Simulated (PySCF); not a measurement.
# C8H7Cl: the cost of one run

Programs: PySCF 2.14.0, with routines of our own; each step states its level. All values are computed. Atoms count from 0.

## 1. The starting structure

16 atoms, charge 0, multiplicity 1; geometry from: GFN2-xTB.

## 2. Relaxing the molecule at PBE0-D3(BJ)/def2-SVP

What the job is given:

```
{"job": {"xc": "PBE0", "basis": "def2-SVP", "d3": "d3bj", "grid": 2, "kind": "geom"}, "charge": 0, "multiplicity": 1}
Cl     4.422730    -0.290333     0.002037
C      2.790399     0.244796    -0.045773
C      1.766189    -0.597086     0.056625
C      0.355943    -0.240535     0.025230
C     -0.101367     1.070772    -0.121383
C     -1.454368     1.347196    -0.145171
C     -2.382218     0.325032    -0.023071
C     -1.944424    -0.980652     0.123164
C     -0.591526    -1.259645     0.146745
H      2.700952     1.311914    -0.165421
H      1.973088    -1.652578     0.174907
H      0.604274     1.880729    -0.217460
H     -1.789681     2.367779    -0.260161
H     -3.439077     0.546313    -0.041405
H     -2.660707    -1.783587     0.219265
H     -0.257804    -2.281172     0.260463
```

Run with:

```bash
$ OMP_NUM_THREADS=1 python excited_run.py task.json out
```

One launch serves the whole session: the jobs run in the order shown.

Q: Estimate the wall time and peak memory of this first job on 1 thread of Arm Neoverse V1, shared host.

About 64 s, with a peak of 0.78 GiB.
